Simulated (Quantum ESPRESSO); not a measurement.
Crystal: TaAs.

```xyz
4
Lattice="-1.7218 1.7218 5.8679 1.7218 -1.7218 5.8679 1.7218 1.7218 -5.8679" Properties=species:S:1:pos:R:3 pbc="T T T"
Ta    0.0000    0.0000    5.8676
Ta    1.7218    0.0000    2.9336
As    0.0000    0.0000    0.9698
As    0.0000    1.7218    3.9037
```

The cell is a database's computed one.

Base run:

| Property | Result |
| --- | --- |
| Program | Quantum ESPRESSO 7.5 |
| Functional | PBE |
| Potentials or basis | SSSP 1.3 efficiency PBE |
| Cutoff | 748 eV |
| Density cutoff | 5987 eV |
| k mesh | 11 × 11 × 11 |
| Occupations | fermi-dirac, width 0.05 eV |
| Spin | no spin polarisation |

Its results: band gap on the k mesh none (metal or under the smearing width); pressure 2.7 GPa; largest force 0.020 eV/Å.

Question: The run is repeated on the same cell with these changes: functional from PBE to LDA; potentials or basis from SSSP 1.3 efficiency PBE to GBRV 1.5 LDA; cutoff from 748 eV to 762 eV; density cutoff from 5987 eV to 6095 eV. What comes out?

Answer: Band gap on the k mesh none (metal or under the smearing width); pressure -6.7 GPa; largest force 0.017 eV/Å.

Not every run made on this cell is shown here.
